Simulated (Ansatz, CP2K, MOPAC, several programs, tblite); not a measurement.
Energy against volume for antiperovskite Na3FO, at fixed shape and fractional coordinates, computed by several methods (PBE and r2SCAN, where shown, with plane waves in Ansatz); the cell shown is that of r2SCAN. Space group Pm-3m (No. 221), cubic; a = 4.347 Å in the conventional setting, 16.43 Å³ an atom. Around F lie 12 Na at 3.07 Å; around O lie 6 Na at 2.17 Å; around Na lie 2 O at 2.17 Å and 4 F at 3.07 Å. Spin-unpolarised throughout. Whether this structure exists isn't addressed. Energies count from each curve's lowest point; fits are third-order Birch-Murnaghan.

```xyz
5
Lattice="4.3468 0.0000 0.0000 0.0000 4.3468 0.0000 0.0000 0.0000 4.3468" Properties=species:S:1:pos:R:3 pbc="T T T"
F     0.0000    0.0000    0.0000
O     2.1734    2.1734    2.1734
Na    2.1734    2.1734    0.0000
Na    2.1734    0.0000    2.1734
Na    0.0000    2.1734    2.1734
```

r2SCAN, on the shape of its own relaxed cell:
```
V (Å³/atom)  E (meV/atom)
     15.441          7.99
     15.934          1.90
     16.426          0.00
     16.919          1.68
     17.412          6.41
```
V₀ = 16.43 Å³ an atom and B₀ = 39 GPa.

PM7 (MOPAC), on the shape of the cell shown, as a cluster of 40 atoms at the zone centre:
```csv
V (Å³/atom),E (meV/atom)
14.455,118.01
15.441,46.45
16.426,13.63
17.412,0.00
18.398,20.23
```
The points scatter about a smooth fit, so no fit is quoted.

PBE, on the shape of its own relaxed cell:

| V (Å³/atom) | E (meV/atom) |
| --- | --- |
| 16.094 | 7.60 |
| 16.608 | 1.82 |
| 17.121 | 0.00 |
| 17.635 | 1.49 |
| 18.149 | 5.81 |

V₀ = 17.13 Å³ an atom and B₀ = 34 GPa.

GFN2-xTB (tblite), on the shape of the cell shown, as a cluster of 40 atoms at the zone centre:
```
V (Å³/atom)  E (meV/atom)
     14.455        386.76
     15.441        256.42
     16.426        152.70
     17.412         68.98
     18.398          0.00
```
This method closes the gap of a crystal that DFT finds insulating, so its curve rests on a wrong state.
The lowest point is an end point, so the minimum isn't bracketed.

**Question.** PBE/DZVP (CP2K), on the shape of the cell shown, gives

| V (Å³/atom) | E (meV/atom) |
| --- | --- |
| 14.455 | 59.12 |
| 15.441 | 21.16 |
| 16.426 | 3.21 |
| 17.412 | 0.00 |
| 18.398 | 7.92 |

What equilibrium volume and bulk modulus follow?

**Answer.** V₀ = 17.16 Å³ an atom and B₀ = 33 GPa.
